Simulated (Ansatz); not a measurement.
# TaCo3: how the settings move a single-point run

How sensitive is a single-point run of TaCo3 to its settings? A reference run comes first, then one run with altered input.

Program: Ansatz 0.2.0. Level of theory: reference: DFT, LDA, PAW with Ansatz's default frozen-core files, scalar-relativistic. These are calculated values, not measurements.

## Step 1: The starting structure

Symmetry: Pm-3m, No. 221, cubic system. The conventional cell has a = 3.670 Å, b = 3.670 Å, c = 3.670 Å, α = 90.00°, β = 90.00°, γ = 90.00°. Ta (site symmetry m-3m) is surrounded by 12 Co at 2.60 Å. Around Co (site symmetry 4/mmm) lie 4 Ta at 2.60 Å and 8 Co at 2.60 Å.

Coordinates:

```
Ta Co
1.0
     3.67000    0.00000    0.00000
     0.00000    3.67000    0.00000
     0.00000    0.00000    3.67000
Ta Co
1 3
Direct
  0.00000 0.00000 0.00000
  0.00000 0.50000 0.50000
  0.50000 0.00000 0.50000
  0.50000 0.50000 0.00000
```

## Step 2: Reference

input.yaml

```yaml
crystal:
  lattice:
    - [3.67, 0.0, 0.0]
    - [0.0, 3.67, 0.0]
    - [0.0, 0.0, 3.67]
  atoms:
    - { symbol: Ta, position: [0.0, 0.0, 0.0] }
    - { symbol: Co, position: [0.0, 0.5, 0.5], spin: 2.0 }
    - { symbol: Co, position: [0.5, 0.0, 0.5], spin: 2.0 }
    - { symbol: Co, position: [0.5, 0.5, 0.0], spin: 2.0 }
magnetization:
  spin_polarized: true
kpoints:
  mp_grid: { grid: [9, 9, 9] }
scf:
  occupations: { method: fermi_dirac, width: 0.08 }
  lower_state_search: "off"
hamiltonian:
  xc: lda
  pseudopotentials: { kind: paw }
output:
  forces: true
  stress: true
  eigenvalues: true
  populations: true
  dos: { projected: true, de: 0.1, e_range: [-8, 5] }
  write_density: true
  write_potential: true
  elf: true
  volumetric_format: npy
```

Run with:

```sh
> ansatz run input.yaml --threads 2 --pin off --max-ram 6144MiB --backend cpu --events-out ev --progress --plain --runs-dir out
```

Excerpt of the output:

```text
[...]
Basis set: ecut = 420 eV, 949 PW (Γ)
[...]
Magnetic group: BNS 221.92 (UNI 1594), of the structure as read, at distance tolerance 3.7e-5 Å
k-points: 35 of 729
[...]
SCF iter   1: F=—  HF=-24872.054882 eV  |F-HF|=—  |Δ(HF+E_count)|=         —  Δρ=1.29e-1 (↑9.89e-2 ↓1.29e-1)  dr2=4.84e0  dr2_m=5.40e0  M=1.923 μB ∫|m|=3.104 μB  β_m=0.30  ethr=3.10e-3  ⟨swp⟩=5.7  Hψ=9473  notcnv=0  defer=4
preconditioner: auto → Kerker (q_TF=auto, 2.848 Å⁻¹)  [metal: Δε(μ)=0.021 eV  Ē_g=11.814 eV  σ=0.080 eV  W_gap=0.07  n_scr=18 (ndim 8)  ℏωp=32.6 eV  f_vac=0.000  D(μ)=3.23/eV (n_scr^D=32)]
[...]
SCF iter   2: F=—  HF=-24871.895256 eV  |F-HF|=—  |Δ(HF+E_count)|=   1.60e-1  Δρ=9.61e-2 (↑9.61e-2 ↓6.76e-2)  dr2=1.42e0  dr2_m=2.78e0  M=1.926 μB ∫|m|=3.071 μB  β_m=0.30  ethr=3.10e-3  ⟨swp⟩=2.0  Hψ=4000  notcnv=0  defer=120
[...]
SCF iter  22: F=-24871.943207 eV  HF=-24871.943207 eV  |F-HF|=1.68e-9  |Δ(HF+E_count)|=   6.13e-9  Δρ=2.26e-6 (↑2.26e-6 ↓7.68e-7)  dr2=1.99e-9  dr2_m=4.50e-10  M=0.000 μB ∫|m|=0.000 μB  β_m=0.94  ethr=8.30e-11  ⟨swp⟩=6.0  Hψ=15249  notcnv=0
SCF iter  23: F=-24871.943207 eV  HF=-24871.943207 eV  |F-HF|=2.91e-11  |Δ(HF+E_count)|=  2.26e-10  Δρ=3.66e-7 (↑3.66e-7 ↓1.63e-7)  dr2=5.22e-11  dr2_m=1.26e-11  M=0.000 μB ∫|m|=0.000 μB  ethr=3.12e-12  ⟨swp⟩=4.9  Hψ=14303  notcnv=0
[...]
SCF converged after 23 iterations
Magnetization: 0.0000 μB (32.0000 up, 32.0000 down)
[...]
Free energy (F): -24871.943207 eV
[...]
E sigma→0 (E₀):  -24871.896139 eV
[...]
Fermi energy:    18.694826 eV
[...]
  P = ⅓ Tr σ = -22.3136 GPa (-223.136 kbar)
[...]
```

Run time: 12 s. Hardware: 2 threads of Arm Neoverse V2, shared host; peak memory 0.39 GiB.

## Step 3: Variant: starting moments

input.yaml

```yaml
crystal:
  lattice:
    - [3.67, 0.0, 0.0]
    - [0.0, 3.67, 0.0]
    - [0.0, 0.0, 3.67]
  atoms:
    - { symbol: Ta, position: [0.0, 0.0, 0.0] }
    - { symbol: Co, position: [0.0, 0.5, 0.5], spin: 0.01 }
    - { symbol: Co, position: [0.5, 0.0, 0.5], spin: 0.01 }
    - { symbol: Co, position: [0.5, 0.5, 0.0], spin: 0.01 }
magnetization:
  spin_polarized: true
kpoints:
  mp_grid: { grid: [9, 9, 9] }
scf:
  occupations: { method: fermi_dirac, width: 0.08 }
  lower_state_search: "off"
hamiltonian:
  xc: lda
  pseudopotentials: { kind: paw }
output:
  forces: true
  stress: true
  eigenvalues: true
  write_density: true
  write_potential: true
  elf: true
  volumetric_format: npy
```

Run with:

```sh
> ansatz run input.yaml --threads 2 --pin off --max-ram 6144MiB --backend cpu --events-out ev --progress --plain --runs-dir out
```

Output:

```text
Engine: ansatz 0.2.0
Pseudopotentials: kind: paw
Pseudopotential: Ta, paw, valence charge 13, recommended cutoff 420 eV (normal)
Pseudopotential: Co, paw, valence charge 17, recommended cutoff 420 eV (normal)
Functional definition: SPW92
  exchange = slater_x
  correlation = pw_c
Crystal: 4 atoms, lattice volume = 49.431 Å³
Basis set: ecut = 420 eV, 949 PW (Γ)
Bands: 39, of which v1, the nominal top of the filled ones, is band 32 counted from 1 (31 counted from 0)
Symmetry: 48 space group operations
Space group: Pm-3m (ITA 221), of the structure as read, at distance tolerance 3.7e-5 Å
Magnetic group: BNS 221.92 (UNI 1594), of the structure as read, at distance tolerance 3.7e-5 Å
k-points: 35 of 729
Non-local potential: Ta, projectors of the file, l = 0: 3, l = 1: 2, l = 2: 2, l = 3: 1
Non-local potential: Co, projectors of the file, l = 0: 3, l = 1: 2, l = 2: 3, l = 3: 1
PAW form: soft (Blöchl's): semilocal exchange-correlation on the pseudo side does not see the compensation charge
PAW frozen core: Ta, regenerated for the run's functional, and the local potential with it (the file was generated under x = pbe(κ = 0.804, μ = 0.2195149727645171), c = pbe(β = 0.06672455060314922))
PAW frozen core: Co, regenerated for the run's functional, and the local potential with it (the file was generated under x = pbe(κ = 0.804, μ = 0.2195149727645171), c = pbe(β = 0.06672455060314922))
PAW one-centre angular grid: Ta, 590 points (default); XC on 64 Gauss nodes
PAW one-centre angular grid: Co, 590 points (default); XC on 64 Gauss nodes
Initial density: superposition of atomic densities (chi_scale 0.1, normalization cell)
Starting moments: Σ|m| = 0.03 μB on 3 of 4 sites
Initial wavefunctions: pseudopotential atomic-orbital guess
Functional: x = slater, c = lda
SCF iter   1: F=—  HF=-24873.153806 eV  |F-HF|=—  |Δ(HF+E_count)|=         —  Δρ=4.03e-2 (↑4.01e-2 ↓4.03e-2)  dr2=5.37e0  dr2_m=4.08e-5  M=0.016 μB ∫|m|=0.021 μB  β_m=0.30  ethr=3.10e-3  ⟨swp⟩=5.3  Hψ=8430  notcnv=0
preconditioner: auto → Kerker (q_TF=auto, 2.848 Å⁻¹)  [metal: Δε(μ)=0.030 eV  Ē_g=9.806 eV  σ=0.080 eV  W_gap=0.09  n_scr=18 (ndim 8)  ℏωp=32.6 eV  f_vac=0.000  D(μ)=3.91/eV (n_scr^D=32)]
spin=Collinear: Kerker preconditioning applied to the charge; magnetization (m = ρ↑ − ρ↓) channel mixes plain (no charge-response kernel on spin).
SCF iter   2: F=—  HF=-24872.471591 eV  |F-HF|=—  |Δ(HF+E_count)|=   6.82e-1  Δρ=3.09e-2 (↑3.09e-2 ↓3.07e-2)  dr2=1.50e0  dr2_m=3.33e-5  M=0.014 μB ∫|m|=0.020 μB  β_m=0.30  ethr=3.10e-3  ⟨swp⟩=2.1  Hψ=3702  notcnv=0  defer=20
SCF iter   3: F=—  HF=-24872.138376 eV  |F-HF|=—  |Δ(HF+E_count)|=   3.33e-1  Δρ=1.59e-2 (↑1.58e-2 ↓1.59e-2)  dr2=7.99e-1  dr2_m=1.47e-5  M=0.015 μB ∫|m|=0.021 μB  β_m=0.30  ethr=2.34e-3  ⟨swp⟩=2.8  Hψ=4158  notcnv=0  defer=20
SCF iter   4: F=—  HF=-24871.955144 eV  |F-HF|=—  |Δ(HF+E_count)|=   1.83e-1  Δρ=6.28e-3 (↑6.28e-3 ↓6.13e-3)  dr2=7.12e-2  dr2_m=5.44e-6  M=0.015 μB ∫|m|=0.021 μB  β_m=0.30  ethr=1.25e-3  ⟨swp⟩=2.9  Hψ=4948  notcnv=0  defer=14
SCF iter   5: F=—  HF=-24871.944708 eV  |F-HF|=—  |Δ(HF+E_count)|=   1.04e-2  Δρ=2.22e-3 (↑2.22e-3 ↓2.15e-3)  dr2=4.96e-3  dr2_m=4.82e-6  M=0.014 μB ∫|m|=0.020 μB  β_m=0.30  ethr=1.11e-4  ⟨swp⟩=2.0  Hψ=4000  notcnv=0  defer=10
SCF iter   6: F=—  HF=-24871.942952 eV  |F-HF|=—  |Δ(HF+E_count)|=   1.76e-3  Δρ=8.32e-4 (↑7.17e-4 ↓8.32e-4)  dr2=5.16e-4  dr2_m=4.19e-6  M=0.014 μB ∫|m|=0.020 μB  β_m=0.30  ethr=7.75e-6  ⟨swp⟩=2.0  Hψ=4660  notcnv=0  defer=10
SCF iter   7: F=—  HF=-24871.943172 eV  |F-HF|=—  |Δ(HF+E_count)|=   2.20e-4  Δρ=1.02e-3 (↑8.63e-4 ↓1.02e-3)  dr2=1.12e-3  dr2_m=3.67e-6  M=0.013 μB ∫|m|=0.019 μB  β_m=0.30  ethr=8.06e-7  ⟨swp⟩=2.0  Hψ=3634  notcnv=0  defer=10
SCF iter   8: F=—  HF=-24871.943230 eV  |F-HF|=—  |Δ(HF+E_count)|=   5.83e-5  Δρ=2.90e-4 (↑1.51e-4 ↓2.90e-4)  dr2=5.67e-5  dr2_m=3.23e-6  M=0.013 μB ∫|m|=0.019 μB  β_m=0.30  ethr=8.06e-7  ⟨swp⟩=2.0  Hψ=3959  notcnv=0  defer=10
SCF iter   9: F=—  HF=-24871.943216 eV  |F-HF|=—  |Δ(HF+E_count)|=   1.37e-5  Δρ=2.41e-4 (↑1.06e-4 ↓2.41e-4)  dr2=5.09e-5  dr2_m=2.90e-6  M=0.012 μB ∫|m|=0.018 μB  β_m=0.30  ethr=8.86e-8  ⟨swp⟩=1.2  Hψ=2801  notcnv=0  defer=10
SCF iter  10: F=—  HF=-24871.943202 eV  |F-HF|=—  |Δ(HF+E_count)|=   1.39e-5  Δρ=2.08e-4 (↑2.08e-4 ↓7.36e-5)  dr2=2.36e-5  dr2_m=2.64e-6  M=0.012 μB ∫|m|=0.018 μB  β_m=0.30  ethr=7.95e-8  ⟨swp⟩=2.1  Hψ=3592  notcnv=0  defer=10
SCF iter  11: F=—  HF=-24871.943204 eV  |F-HF|=—  |Δ(HF+E_count)|=   1.96e-6  Δρ=2.02e-4 (↑2.02e-4 ↓6.63e-5)  dr2=2.26e-5  dr2_m=2.42e-6  M=0.012 μB ∫|m|=0.017 μB  β_m=0.30  ethr=3.69e-8  ⟨swp⟩=1.0  Hψ=2720  notcnv=0  defer=10
SCF iter  12: F=—  HF=-24871.943204 eV  |F-HF|=—  |Δ(HF+E_count)|=   3.71e-9  Δρ=7.91e-5 (↑6.38e-5 ↓7.91e-5)  dr2=2.08e-7  dr2_m=2.23e-6  M=0.011 μB ∫|m|=0.017 μB  β_m=0.30  ethr=3.52e-8  ⟨swp⟩=1.2  Hψ=2764  notcnv=0  defer=10
SCF iter  13: F=—  HF=-24871.943204 eV  |F-HF|=—  |Δ(HF+E_count)|=   1.93e-7  Δρ=6.81e-5 (↑6.81e-5 ↓6.78e-5)  dr2=4.28e-8  dr2_m=2.07e-6  M=0.011 μB ∫|m|=0.016 μB  β_m=0.30  ethr=1.56e-10  ⟨swp⟩=8.4  Hψ=16071  notcnv=0
SCF iter  14: F=—  HF=-24871.943204 eV  |F-HF|=—  |Δ(HF+E_count)|=   1.43e-7  Δρ=6.58e-5 (↑6.46e-5 ↓6.58e-5)  dr2=4.61e-9  dr2_m=1.92e-6  M=0.010 μB ∫|m|=0.016 μB  β_m=0.30  ethr=6.69e-11  ⟨swp⟩=8.8  Hψ=17393  notcnv=0
SCF iter  15: F=—  HF=-24871.943205 eV  |F-HF|=—  |Δ(HF+E_count)|=   1.16e-7  Δρ=6.57e-5 (↑6.02e-5 ↓6.57e-5)  dr2=8.33e-9  dr2_m=1.80e-6  M=0.010 μB ∫|m|=0.015 μB  β_m=0.30  ethr=7.21e-12  ⟨swp⟩=7.0  Hψ=14440  notcnv=0
Mixer restart at iter 15: flushing history
spin-set hold released at iteration 15 (site moments contracting): the magnetisation degrees of freedom join the quasi-Newton model from the next iteration; the mixer history was flushed
SCF iter  16: F=—  HF=-24871.943205 eV  |F-HF|=—  |Δ(HF+E_count)|=   1.15e-7  Δρ=6.16e-5 (↑6.02e-5 ↓6.16e-5)  dr2=8.72e-10  dr2_m=1.68e-6  M=0.010 μB ∫|m|=0.015 μB  β_m=0.16  ethr=7.21e-12  ⟨swp⟩=6.9  Hψ=13811  notcnv=0
SCF iter  17: F=—  HF=-24871.943205 eV  |F-HF|=—  |Δ(HF+E_count)|=   5.01e-7  Δρ=6.80e-5 (↑3.67e-5 ↓6.80e-5)  dr2=3.55e-7  dr2_m=1.24e-6  M=0.009 μB ∫|m|=0.013 μB  β_m=0.07  ethr=1.36e-12  ⟨swp⟩=8.1  Hψ=16153  notcnv=0
SCF iter  18: F=—  HF=-24871.943206 eV  |F-HF|=—  |Δ(HF+E_count)|=   3.03e-7  Δρ=4.61e-5 (↑4.61e-5 ↓4.31e-5)  dr2=1.89e-9  dr2_m=9.01e-7  M=0.007 μB ∫|m|=0.011 μB  β_m=0.25  ethr=1.36e-12  ⟨swp⟩=4.9  Hψ=16798  notcnv=0
SCF iter  19: F=—  HF=-24871.943206 eV  |F-HF|=—  |Δ(HF+E_count)|=   6.86e-7  Δρ=2.93e-5 (↑2.93e-5 ↓1.63e-5)  dr2=3.88e-8  dr2_m=2.14e-7  M=0.004 μB ∫|m|=0.006 μB  β_m=0.74  ethr=1.36e-12  ⟨swp⟩=9.5  Hψ=18178  notcnv=0
SCF iter  20: F=—  HF=-24871.943207 eV  |F-HF|=—  |Δ(HF+E_count)|=   3.56e-7  Δρ=2.26e-5 (↑2.26e-5 ↓1.52e-5)  dr2=4.64e-7  dr2_m=9.17e-9  M=0.001 μB ∫|m|=0.001 μB  β_m=0.87  ethr=1.36e-12  ⟨swp⟩=9.5  Hψ=18265  notcnv=0
SCF iter  21: F=—  HF=-24871.943207 eV  |F-HF|=—  |Δ(HF+E_count)|=   3.88e-8  Δρ=1.69e-5 (↑1.69e-5 ↓1.45e-5)  dr2=3.51e-7  dr2_m=7.59e-10  M=0.000 μB ∫|m|=0.000 μB  β_m=0.90  ethr=1.36e-12  ⟨swp⟩=3.0  Hψ=6014  notcnv=0
SCF iter  22: F=-24871.943207 eV  HF=-24871.943207 eV  |F-HF|=4.74e-9  |Δ(HF+E_count)|=   3.30e-8  Δρ=2.34e-6 (↑1.93e-6 ↓2.34e-6)  dr2=6.33e-9  dr2_m=2.69e-11  M=0.000 μB ∫|m|=0.000 μB  ethr=1.36e-12  ⟨swp⟩=5.0  Hψ=16181  notcnv=0
WARN: the starting moments were not kept: the SCF closed with an absolute magnetisation of 6.5e-5 μB, where they sum to 0.03 μB in size (3 sites). That is at most 0.1 of that sum. Measured as dr2_m measures the in/out step, that magnetisation stands 2.6e-9 eV from none, at or under the dr2_threshold of 1.0e-7 eV: it is no larger than a step whose dr2_m would equal this threshold. The system may hold no moment; this SCF shows only that its start led to no more than that. To try another start: raise the starting moments (crystal.atoms[].spin, magnetization.per_species, magnetization.initial_magnetization, or on a non-collinear deck that types none of these the spinor_matrix: blocks that start its atoms; where the total moment is fixed, keep their sum and leave initial_magnetization as it is; typed ones take the place of any that the run laid by itself, positive ones on a crystal's lanthanoids without a Hubbard term where scf.initial_density.shell_occupations: [] is typed) or, if the notice of its spin-set hold's release reads "site moments contracting" or "site moments show no strong build", lengthen the hold (scf.mixing.spin_hold: { on: { confirm: 4 } }; for m-r²SCAN on two components see the key's manual first). Each may lead to a state that holds a moment. A second SCF, from the converged charge density, with the starting moments and any scf.initial_density.shell_occupations laid on it anew, would have followed, and was not run: the deck does not ask for one (magnetization.retry_lost_moments is false, the default). To let it run, set magnetization.retry_lost_moments: true and run the deck again, where that key's refused combinations let it; where memory then withholds it, that run's warning says so.
SCF 1 converged in 22 iterations: F = -24871.943207 eV  dr2 = 6.33e-9
SCF converged after 22 iterations
Magnetization: 0.0000 μB (32.0000 up, 32.0000 down)
Absolute magnetization: 0.0001 μB (∫|ρ↑−ρ↓|, with the PAW one-centre terms)
Spin contamination: 0.0000 ħ² per cell (⟨S²⟩ above its minimum at these occupations)
Per-site moments (μB) at R_I (Å): [(-5.697785432809041e-6, 1.0704712783687846), (1.750673531146447e-5, 1.0704712783687846), (1.7506735311703875e-5, 1.0704712783687846), (1.7506735312016843e-5, 1.0704712783687846)]
Free energy (F): -24871.943207 eV
Harris-Foulkes:  -24871.943207 eV  (|F-HF|=4.74e-9)
Internal energy: -24871.849071 eV  (E = F + TS)
E sigma→0 (E₀):  -24871.896139 eV
Entropy (-TS):   -0.094135 eV (-23.534 meV/atom)
Fermi energy:    18.694811 eV
--- Per-component energies (eV) ---
  E_band       = -815.136291
  E_kinetic    = 1732.437236
  E_local      = -9543.920302  (includes V_loc(G=0)·N_el)
  E_nonlocal   = 1394.533548
  E_hartree    = 4002.886932
  E_xc         = -690.903504
  E_vxc        = -819.515807  (∫ρ·V_xc dr)
  E_paw        = -12504.841884  (= ΣΔE_a)
  E_vpaw       = -1584.436272  (= ΣTr[D̂ρ^β])
  E_aug_tail   = 0.000213  (compensation charges beyond the density's cutoff)
  E_ewald      = -9263.554966
  E_core_change = 1.513655  (= ΣΔE_core)
  E_smearing   = -0.094135  (= −TS)
  E_closure    = -0.000000  (closes the sum)
  Σ components = -24871.943207   (vs F -24871.943207, Δ=0.00e0)
--- Forces (eV/Å), atoms counted from 1 ---
  atom   1  Ta    -0.00000000    -0.00000000     0.00000000
  atom   2  Co     0.00000000    -0.00000000     0.00000000
  atom   3  Co     0.00000000    -0.00000000     0.00000000
  atom   4  Co     0.00000000     0.00000000     0.00000000
  max |Σ_I F_I| component: 1.76e-28 eV/Å
--- Stress (GPa, compression-positive) ---
      -22.313150       0.000000       0.000000
       -0.000000     -22.313150       0.000000
       -0.000000       0.000000     -22.313150
  P = ⅓ Tr σ = -22.3131 GPa (-223.131 kbar)
--- Band table (eV; the first three rows and the last of 70) ---
  k-point 0 ↑: bands = ["-75.2079", "-75.1748", "-75.1748", "-49.0291", "-38.9584", "-38.9584", "-38.9584", "-38.8905", "-38.8905", "-38.8905", "-38.7902", "-38.7902", "-38.7902", "-15.5269", "-15.5269", "-15.5269", "10.0696", "13.7707", "13.7707", "14.9909", "14.9909", "14.9909", "15.0045", "17.2602", "17.2602", "17.2602", "18.4909", "18.4909", "18.9043", "19.1687", "19.1687", "19.1687", "21.2044", "21.2044", "21.6517", "21.6517", "21.6517", "22.9650", "22.9650"]
  k-point 1 ↑: bands = ["-75.2070", "-75.1757", "-75.1748", "-49.0291", "-38.9559", "-38.9559", "-38.9544", "-38.8912", "-38.8912", "-38.8908", "-38.7942", "-38.7920", "-38.7920", "-15.5372", "-15.5273", "-15.5273", "10.2450", "13.8725", "13.8727", "15.0534", "15.0580", "15.0668", "15.0668", "17.1879", "17.3113", "17.3113", "18.4272", "18.5038", "18.8424", "18.9070", "18.9070", "19.1688", "20.4554", "21.1096", "21.2634", "21.2634", "21.8499", "22.9413", "23.5255"]
  k-point 2 ↑: bands = ["-75.2045", "-75.1782", "-75.1748", "-49.0290", "-38.9491", "-38.9491", "-38.9434", "-38.8936", "-38.8936", "-38.8914", "-38.8053", "-38.7964", "-38.7964", "-15.5631", "-15.5283", "-15.5283", "10.7510", "14.0929", "14.1554", "15.2156", "15.2357", "15.2930", "15.2930", "16.9806", "17.4550", "17.4550", "18.2407", "18.2935", "18.2935", "18.5218", "18.6686", "19.1693", "19.2521", "20.6173", "20.6173", "20.8677", "21.7982", "22.8832", "24.6103"]
  k-point 34 ↓: bands = ["-75.1863", "-75.1853", "-75.1853", "-49.0247", "-38.9679", "-38.9674", "-38.9674", "-38.9547", "-38.8416", "-38.8416", "-38.8409", "-38.7749", "-38.7749", "-15.5816", "-15.5799", "-15.5799", "13.8912", "13.9645", "13.9645", "14.6864", "16.9783", "16.9783", "17.0602", "17.2707", "17.3419", "17.3419", "17.4057", "17.4057", "18.1481", "18.5122", "18.5122", "18.9622", "19.0600", "19.6547", "19.6547", "20.6567", "20.6567", "21.1454", "22.7435"]
```

Wall time 13 s (2 threads of Arm Neoverse V2, shared host); peak memory 0.39 GiB.

With the changed spin start the energy stays within 0.5 meV/atom: no moment survives, so both runs end on the same non-magnetic state.

## Step 4: Side by side

```csv
run,ending,energy change,pressure (GPa),gap (eV),force (eV/Å),cycles,time
reference,converged,0,-22.3,0.00,0.00,23,12 s
1: starting moments,converged,0.0 meV/atom,-22.3,0.00,0.00,22,13 s
```

Times don't compare one to one where runs were asked for different outputs or read a saved state (see the inputs); cycles may leave out searches for a lower state.

Residual by cycle in the longest SCF loop of each run; runs are numbered as in the table. The quantity is the density residual dr2, in eV.

```csv
cycle,reference,run 1
1,4.84,5.37
3,0.679,0.799
5,0.00495,0.00496
7,0.00139,0.00112
9,8.9e-5,5.1e-5
11,0.0303,2.3e-5
13,0.00131,4.3e-8
15,0.00301,8.3e-9
17,1.1e-4,3.5e-7
19,1.6e-6,3.9e-8
21,5.3e-8,3.5e-7
23,5.2e-11,-
```

What this shows: With the changed spin start the energy stays within 0.5 meV/atom: no moment survives, so both runs end on the same non-magnetic state. The structure is not at rest: the sound run finds -22 GPa, so these are no properties of the relaxed crystal. 
